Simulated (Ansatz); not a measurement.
**ScSn3Se: properties of a relaxed candidate**

Aim: for this structure of ScSn3Se, see whether it has a gap, which orbitals make up the states near it and how charge is shared.

Method: DFT PBE, scalar-relativistic, plane waves, PAW, in Ansatz 0.2.0.

1 further run of the same task is left out (it didn't finish).

## 1. The structure to begin with

It takes space group Pm-3m (No. 221, cubic). The conventional cell has a = 5.563 Å, b = 5.563 Å, c = 5.563 Å, α = 90.00°, β = 90.00°, γ = 90.00°. Sc (site symmetry m-3m) is surrounded by 6 Sn at 2.78 Å. Sn (site symmetry 4/mmm) is surrounded by 2 Sc at 2.78 Å and 8 Sn at 3.93 Å and 4 Se at 3.93 Å. Se (site symmetry m-3m) is surrounded by 12 Sn at 3.93 Å.

As a file:

```cif
data_structure
_symmetry_space_group_name_H-M 'Pm-3m'
_symmetry_Int_Tables_number 221
_cell_length_a 5.5634
_cell_length_b 5.5634
_cell_length_c 5.5634
_cell_angle_alpha 90.000
_cell_angle_beta 90.000
_cell_angle_gamma 90.000
_cell_volume 172.19
loop_
_atom_site_label
_atom_site_type_symbol
_atom_site_symmetry_multiplicity
_atom_site_Wyckoff_symbol
_atom_site_fract_x
_atom_site_fract_y
_atom_site_fract_z
_atom_site_occupancy
Sc1 Sc 1 b 0.50000 0.50000 0.50000 1
Sn1 Sn 3 c 0.00000 0.50000 0.50000 1
Se1 Se 1 a 0.00000 0.00000 0.00000 1
```

The cell was relaxed beforehand at this level, from a generated guess; it is a trial structure. At a tolerance of 0.05 Å it has space group Pm-3m (No. 221); it has 34.44 Å³/atom, an uncorrected energy of +0.45 eV/atom over the elements.

## 2. Static run: bands, density of states and charges

File input.yaml:

```yaml
crystal:
  lattice:
    - [5.5633819764, 0.0, 0.0]
    - [0.0, 5.5633819764, 0.0]
    - [0.0, 0.0, 5.5633819764]
  atoms:
    - { symbol: Sc, position: [0.5, 0.5, 0.5] }
    - { symbol: Sn, position: [0.0, 0.5, 0.5] }
    - { symbol: Sn, position: [0.5, 0.0, 0.5] }
    - { symbol: Sn, position: [0.5, 0.5, 0.0] }
    - { symbol: Se, position: [0.0, 0.0, 0.0] }
basis:
  ecutwfc: 420
kpoints:
  mp_grid: { grid: [8, 8, 8] }
  band_path:
    path:
      - [[0.0, 0.0, 0.0], [0.0, 0.5, 0.0], [0.5, 0.5, 0.0], [0.0, 0.0, 0.0], [0.5, 0.5, 0.5], [0.0, 0.5, 0.0]]
      - [[0.5, 0.5, 0.5], [0.5, 0.5, 0.0]]
    npoints: 14
hamiltonian:
  xc: pbe
scf:
  occupations: { method: gaussian, width: 0.1 }
  n_extra_bands: 12
output:
  forces: true
  stress: true
  eigenvalues: true
  populations: true
  dos: { projected: true, de: 0.02, nscf_kmesh: { grid: [10, 10, 10] } }
  bader: true
```

Launch:

```console
$ ansatz run input.yaml --threads 1 --pin off --max-ram 2560MiB --backend cpu --events-out ev --progress --plain --runs-dir out
```

**Question.** What will these runs give? Wanted: gap; states at the Fermi level; Bader charges.

As calculated:

```
                 quantity                           value
                      gap                    none (metal)
states at the Fermi level            3.35 per eV per cell
            Bader charges  Sc +1.25, Sn -0.19, Se -0.66 e
```

**Reading.** Bands cross the Fermi level: a metal at this level of theory. Of the projected weight within 0.25 eV of the Fermi level, the largest part is Sn 5p (49 %) and Sc 3d (30 %). Bader charges reach 1.2 e, so charge transfer in this metal is strong. Spin polarisation is off in the runs that give these values; a magnetic solution could lie lower.
